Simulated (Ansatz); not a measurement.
# CH₁₀AlBSi₂: a ladder of functionals and wavefunction methods

How much do the methods differ for CH₁₀AlBSi₂? The plan is to run it at one geometry with functionals of several rungs and with coupled cluster. The yardstick is the atomisation energy at the CCSD(T) limit.

The runs use Ansatz 0.2.0, Gaussian basis; functionals in def2-TZVPP, the program's frozen cores in correlated methods.

The runs, in order: LDA (SPW92), PBE-D4, revPBE-D4, BLYP-D4, r2SCAN-D4, B97M-V, PBE0-D4, B3LYP-D4, r2SCANh-D4, r2SCAN0-D4, HSE06-D4, BHLYP-D4, CAM-B3LYP-D4, LC-ωPBE, ωB97X-V, ωB97M-V, B2PLYP, PBE-QIDH; CCSD(T)/def2-SVP; CCSD(T)/def2-TZVPP; MP2/def2-QZVPP; extrapolation to the limit; RPA on PBE.

## 1. The relaxed structure

The geometry comes from an earlier relaxation with PBE0-D4 in a triple-zeta def2 set; it is a stationary point, not always the lowest conformer.

SMILES `[SiH3]C[BH][AlH][SiH3]`, 15 atoms, charge 0, spin multiplicity 1.

Atoms are counted from 1 here; the program's logs count them from 0.

Bond lengths: Si1–C2 1.911 Å, Si1–H6 1.485 Å, Si1–H7 1.485 Å, Si1–H8 1.489 Å, C2–B3 1.533 Å, C2–H9 1.092 Å, C2–H10 1.092 Å, B3–Al4 2.126 Å, B3–H11 1.205 Å, Al4–Si5 2.466 Å, Al4–H12 1.597 Å, Si5–H13 1.495 Å, Si5–H14 1.492 Å, Si5–H15 1.492 Å. Angles: C2–Si1–H6 109.7°, C2–Si1–H7 109.4°, C2–Si1–H8 111.1°, H6–Si1–H7 110.4°, H6–Si1–H8 108.1°, H7–Si1–H8 108.1°, Si1–C2–B3 94.6°, Si1–C2–H9 103.9°, Si1–C2–H10 108.1°, B3–C2–H9 118.4°, B3–C2–H10 117.7°, H9–C2–H10 111.0°, C2–B3–Al4 126.0°, C2–B3–H11 116.4°, Al4–B3–H11 117.1°, B3–Al4–Si5 122.5°, B3–Al4–H12 120.7°, Si5–Al4–H12 116.8° and more.

## 2. LDA

This LDA is Slater exchange with PW92 correlation.

in.yaml

```yaml
crystal:
  periodic: [false, false, false]
  atoms:
    - {symbol: Si, position_ang: [-0.047259, 0.815068, 1.730973]}
    - {symbol: C, position_ang: [1.501247, -0.280929, 1.499926]}
    - {symbol: B, position_ang: [0.801020, -1.293514, 0.586109]}
    - {symbol: Al, position_ang: [0.385508, -1.033558, -1.483056]}
    - {symbol: Si, position_ang: [-1.437181, 0.414426, -2.297616]}
    - {symbol: H, position_ang: [-0.049950, 1.394846, 3.098379]}
    - {symbol: H, position_ang: [-0.044665, 1.894861, 0.711619]}
    - {symbol: H, position_ang: [-1.296018, 0.020937, 1.561987]}
    - {symbol: H, position_ang: [2.238065, 0.394493, 1.059585]}
    - {symbol: H, position_ang: [1.824267, -0.625166, 2.484476]}
    - {symbol: H, position_ang: [0.331470, -2.265412, 1.122840]}
    - {symbol: H, position_ang: [1.258484, -1.782354, -2.591011]}
    - {symbol: H, position_ang: [-0.873855, 1.740116, -2.698245]}
    - {symbol: H, position_ang: [-2.138442, -0.133406, -3.495121]}
    - {symbol: H, position_ang: [-2.474591, 0.688793, -1.261446]}
basis:
  gaussian: {orbitals: def2-TZVPP}
hamiltonian: {xc: lda}
output: {orbitals: {seedname: orbitals}}
```

Run with:

```bash
ansatz run in.yaml --threads 4 --pin off --events-out ev --progress --plain --max-ram 10444MiB
```

Further steps of the session: PBE-D4 (GGA); revPBE-D4 (GGA); BLYP-D4 (GGA); r2SCAN-D4 (meta-GGA); B97M-V (meta-GGA); B3LYP-D4 (hybrid); r2SCANh-D4 (hybrid); r2SCAN0-D4 (hybrid); HSE06-D4 (hybrid); BHLYP-D4 (hybrid); CAM-B3LYP-D4 (range-separated); LC-ωPBE (range-separated); ωB97X-V (range-separated); ωB97M-V (range-separated); B2PLYP (double hybrid); PBE-QIDH (double hybrid); CCSD(T) in def2-SVP; CCSD(T) in def2-TZVPP; MP2 in def2-QZVPP; RPA on PBE orbitals.

**Question.** What will the summary of the whole plan be? Wanted: atomisation energy, CCSD(T)/CBS; farthest beyond LDA; mean size of error, GGA; mean size of error, meta-GGA; mean size of error, hybrid; mean size of error, range-separated; mean size of error, double hybrid; gap, smallest and largest; T1 diagnostic.

As calculated:

| quantity | value |
| --- | --- |
| atomisation energy, CCSD(T)/CBS | 1108.6 kcal/mol |
| functionals within 5.5 kcal/mol (0.5 %) | PBE-D4, PBE0-D4, B3LYP-D4, r2SCANh-D4, r2SCAN0-D4, HSE06-D4, CAM-B3LYP-D4, ωB97M-V |
| farthest beyond LDA | revPBE-D4 (-17.9 kcal/mol) |
| mean size of error, GGA | 10.6 kcal/mol |
| mean size of error, meta-GGA | 8.9 kcal/mol |
| mean size of error, hybrid | 3.6 kcal/mol |
| mean size of error, range-separated | 6.1 kcal/mol |
| mean size of error, double hybrid | 11.4 kcal/mol |
| gap, smallest and largest | 2.99 eV (LDA (SPW92)), 9.54 eV (LC-ωPBE) |
| T1 diagnostic | 0.0135 |
| triples share of the correlation energy | 3.6 % |

What this shows: LDA overbinds by 119.3 kcal/mol (11 %). PBE-D4 misses by -1.7 kcal/mol. Double hybrids carry the basis error of their MP2 part in triple zeta, and no dispersion term here, so their miss is partly the set-up's. By mean error the best rung here is hybrid (3.6 kcal/mol) and the worst beyond LDA is double hybrid (11.4 kcal/mol). GGA functionals lie within the reference's doubt of that worst mean (10.6 kcal/mol), so those two tie. The gap between the best rungs is small, so their order is not settled. Misses under about 5.5 kcal/mol are within the doubt on the reference itself, which lacks core-valence correlation, relativity and higher excitations. Hartree-Fock recovers 77 % of the binding; the rest is correlation. CCSD(T) in def2-SVP is off by -58.6 kcal/mol, so the small basis spoils what the method gains. Orbital gaps span 3.0 to 9.5 eV; exact exchange widens them.
